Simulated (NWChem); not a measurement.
# triplet TiO2: levels of theory compared

Aim: a comparison of 4 runs (UHF/STO-3G, UHF/3-21G, UB3LYP/6-31G*) of triplet TiO2. 

The results are computed with NWChem 7.3.0.

2 further runs of the same task are left out: 2 that didn't finish.

## 1. Starting point

TiO2 has 3 atoms, charge 0, and is taken as a triplet. SMILES of the parent species: `[O]=[Ti]=[O]`. The shape is that of a PBE0-D4/def2-TZVP optimisation. That shape belongs to the parent species and isn't relaxed for this state.

Bond lengths: O1–Ti2 1.628 Å, Ti2–O3 1.628 Å. Angles: O1–Ti2–O3 111.8°.

## 2. A single-point energy at UHF/STO-3G (run 1)

File run.py:

```python
from ase import Atoms
from ase.calculators.nwchem import NWChem

molecule = Atoms(['O', 'Ti', 'O'], positions=[
    [0.921000, 0.928800, 0.444600],
    [0.135000, -0.492000, 0.331600],
    [-1.056100, -0.436800, -0.776200],
])

calc = NWChem(
    label='o2ti',
    theory='scf',
    memory='2200 mb',
    basis='STO-3G',
    basispar='spherical bse',
    scf={'nopen': '2', 'uhf': None, 'thresh': '1e-08', 'maxiter': '80'},
    task='energy',
)
molecule.calc = calc

print("Total energy (eV):", round(molecule.get_potential_energy(), 6))
```

On the command line:

```bash
export ASE_NWCHEM_COMMAND="nwchem PREFIX.nwi > PREFIX.nwo"
python run.py
```

Log:

```text
Total energy (eV): -26870.61954
```

The calculator wrote o2ti.nwi:

```
title "o2ti"

permanent_dir o2ti

scratch_dir o2ti

start o2ti

geometry units angstrom nocenter noautosym noautoz
  O  9.2100000000000004e-01 9.2879999999999996e-01 4.4460000000000000e-01
  Ti 1.3500000000000001e-01 -4.9199999999999999e-01 3.3160000000000001e-01
  O  -1.0561000000000000e+00 -4.3680000000000002e-01 -7.7620000000000000e-01
end

memory 2200 mb

basis spherical bse noprint
   * library STO-3G
end

scf
  nopen 2
  uhf
  thresh 1e-08
  maxiter 80
end

task scf energy
```

o2ti.nwo:

```text
Northwest Computational Chemistry Package (NWChem) 7.3.0
             --------------------------------------------------------

           Job information
           ---------------

    nwchem branch   = 7.3.0
    use scalapack   = T
    input           = o2ti.nwi
    prefix          = o2ti.
    data base       = o2ti/o2ti.db
    status          = startup
    nproc           =        1

           Memory information
           ------------------

    heap     =     72089596 doubles =      550.0 Mbytes
    stack    =     72089601 doubles =      550.0 Mbytes
    global   =    144179200 doubles =     1100.0 Mbytes (distinct from heap & stack)
    total    =    288358397 doubles =     2200.0 Mbytes
    verify   = yes
    hardfail = no

[... 112 lines left out ...]
         Quadratically convergent UHF
[... 15 lines left out ...]
  ga_iter_lsolve: convergence stagnant ... aborting solve
[... 13 lines left out ...]
      One electron energy =  -1607.904294866329
[... 9 lines left out ...]
          Final alpha eigenvalues
[... 234 lines left out ...]
                     UHF Final Beta Molecular Orbital Analysis
[... 201 lines left out ...]
   Mulliken analysis of the spin density
   -------------------------------------

    Atom       Charge   Shell Charges
 -----------   ------   -------------------------------------------------------
    1 O    8     0.77   0.00  0.03  0.74
    2 Ti  22     0.46   0.00  0.00  0.00 -0.01  0.01  0.60  0.15 -0.30
    3 O    8     0.76   0.00  0.03  0.73

       Multipole analysis of the density wrt the origin
       ------------------------------------------------

     L   x y z        total         alpha         beta         nuclear
     -   - - -        -----         -----         ----         -------
     0   0 0 0     -0.000000    -20.000000    -18.000000     38.000000

     1   1 0 0      0.249302     -1.805845     -1.514924      3.570070
[... 8 lines of this table left out ...]
     2   0 0 2    -17.975638    -27.814283    -21.659332     31.497977

 Task  times  cpu:        7.8s     wall:        7.8s
 Total times  cpu:        7.8s     wall:        7.8s
```

It took 9.3 s on 1 thread of Intel Xeon Platinum 8488C (Sapphire Rapids), shared host; peak memory 0.098 GiB.

## 3. A single-point energy at UHF/3-21G (run 2)

File o2ti.nw:

```
start o2ti
memory stack 880 mb heap 220 mb global 1100 mb

geometry units au noautosym nocenter noautoz
 O      1.74043776     1.75517762     0.84017224
 Ti     0.25511303    -0.92974525     0.62663318
 O     -1.99573976    -0.82543237    -1.46680542
end

basis spherical bse
 * library 3-21G
end

scf
 triplet
 uhf
 thresh 1e-08
 maxiter 80
 print medium
end

task scf energy
```

On the command line:

```bash
nwchem o2ti.nw > o2ti.out
```

Log:

```text
[...]
  functions       =    45
[...]
  wavefunction    = UHF
[...]
         Total SCF energy =   -993.115092357065
      One electron energy =  -1615.190139198972
      Two electron energy =    495.065127649714
 Nuclear repulsion energy =    127.009919192193
                       Sz =      1.0000
                 Sz(Sz+1) =      2.0000
                      S^2 =      2.3665
[...]
```

Run time: 11 s. Hardware: 1 thread of Intel Xeon Platinum 8488C (Sapphire Rapids), shared host; peak memory 0.098 GiB.

Run 3 isn't shown in full; the table further down has it.

## 4. The energy at UB3LYP/6-31G(d) (Cartesian functions) (run 4)

File run.py:

```python
from ase import Atoms
from ase.calculators.nwchem import NWChem

mol = Atoms('OTiO', positions=[
    [0.921000, 0.928800, 0.444600],
    [0.135000, -0.492000, 0.331600],
    [-1.056100, -0.436800, -0.776200],
])

calc = NWChem(
    label='m1',
    theory='dft',
    memory='2200 mb',
    basis='6-31G*',
    dft={'xc': 'b3lyp', 'mult': '3', 'grid': 'xfine', 'convergence': 'energy 1e-08', 'iterations': '100', 'mulliken': None},
    task='energy',
)
mol.calc = calc

print("Total energy (eV):", round(mol.get_potential_energy(), 6))
```

On the command line:

```bash
export ASE_NWCHEM_COMMAND="nwchem PREFIX.nwi > PREFIX.nwo"
python run.py
```

Log:

```text
Total energy (eV): -27206.538628
```

The calculator wrote m1.nwi:

```
title "m1"

permanent_dir m1

scratch_dir m1

start m1

geometry units angstrom nocenter noautosym noautoz
  O  9.2100000000000004e-01 9.2879999999999996e-01 4.4460000000000000e-01
  Ti 1.3500000000000001e-01 -4.9199999999999999e-01 3.3160000000000001e-01
  O  -1.0561000000000000e+00 -4.3680000000000002e-01 -7.7620000000000000e-01
end

memory 2200 mb

basis noprint
   * library 6-31G*
end

dft
  xc b3lyp
  mult 3
  grid xfine
  convergence energy 1e-08
  iterations 100
  mulliken
end

task dft energy
```

m1.nwo:

```text
Northwest Computational Chemistry Package (NWChem) 7.3.0
             --------------------------------------------------------

           Job information
           ---------------

    nwchem branch   = 7.3.0
    use scalapack   = T
    input           = m1.nwi
    prefix          = m1.
    data base       = m1/m1.db
    status          = startup
    nproc           =        1

           Memory information
           ------------------

    heap     =     72089596 doubles =      550.0 Mbytes
    stack    =     72089601 doubles =      550.0 Mbytes
    global   =    144179200 doubles =     1100.0 Mbytes (distinct from heap & stack)
    total    =    288358397 doubles =     2200.0 Mbytes
    verify   = yes
    hardfail = no

[... 85 lines left out ...]
  convergence criterion.
[... 17 lines left out ...]
          Convergence on gradient requested:  5.00D-04
[... 25 lines left out ...]
          Convergence aids based upon iterative change in
[... 28 lines left out ...]
 1-e energy   =   -1621.049041
[... 49 lines left out ...]
         Total DFT energy =     -999.821861469507
[... 2 lines left out ...]
    Exchange-Corr. energy =      -59.205262813189
[... 540 lines left out ...]
                     DFT Final Beta Molecular Orbital Analysis
[... 612 lines left out ...]
 center of mass
 --------------
 x =   0.09800634 y =  -0.35731999 z =   0.24082786

 moments of inertia (a.u.)
 ------------------
         149.166461718048         -67.041008037142         -75.717528416736
         -67.041008037142         173.625797158711         -22.889756003366
         -75.717528416736         -22.889756003366         204.340086002541

     Multipole analysis of the density
     ---------------------------------

     L   x y z        total         alpha         beta         nuclear
     -   - - -        -----         -----         ----         -------
     0   0 0 0     -0.000000    -20.000000    -18.000000     38.000000

     1   1 0 0      0.248257     -1.796430     -1.525383      3.570070
[... 8 lines of this table left out ...]
     2   0 0 2    -19.949545    -29.150319    -22.297202     31.497977

 Task  times  cpu:       37.5s     wall:       37.5s
 Total times  cpu:       37.5s     wall:       37.5s
```

Run time: 39 s. Hardware: 1 thread of Intel Xeon Platinum 8488C (Sapphire Rapids), shared host; peak memory 0.12 GiB.

## 5. The series

```tsv
run	level	iteration cap	module	energy (Eh)	dipole moment (D)	HOMO energy (eV)	⟨S²⟩	wall time
1	UHF/STO-3G	80	scf	-987.477063	2.75	-5.54	2.164	9.3 s
2	UHF/3-21G	80	scf	-993.115092	1.86	-6.99	2.366	11 s
3	UB3LYP/6-31G* (spherical functions)	100	dft	-999.813602	–	–	2.024	40 s
4	UB3LYP/6-31G* (Cartesian functions)	100	dft	-999.821861	2.84	-4.99	2.024	39 s
```

## 6. What came out

| quantity | value |
| --- | --- |
| run 4: total energy | -999.82186 Eh |
| run 4: dipole moment | 2.84 D |
| run 4: HOMO energy (highest over α and β) | -4.99 eV |
| run 4: ⟨S²⟩ | 2.024 |

**Reading.** Over runs 1, 2, 4 the dipole moment (its size) runs from 1.86 D (UHF/3-21G) to 2.84 D (UB3LYP/6-31G*). The two ends differ in method and basis. In run 1 the basis is minimal, so the values are rough. Spin contamination of the reference: run 2 ⟨S²⟩ = 2.37, run 1 ⟨S²⟩ = 2.16. All runs together took 99 s, the longest 40 s.
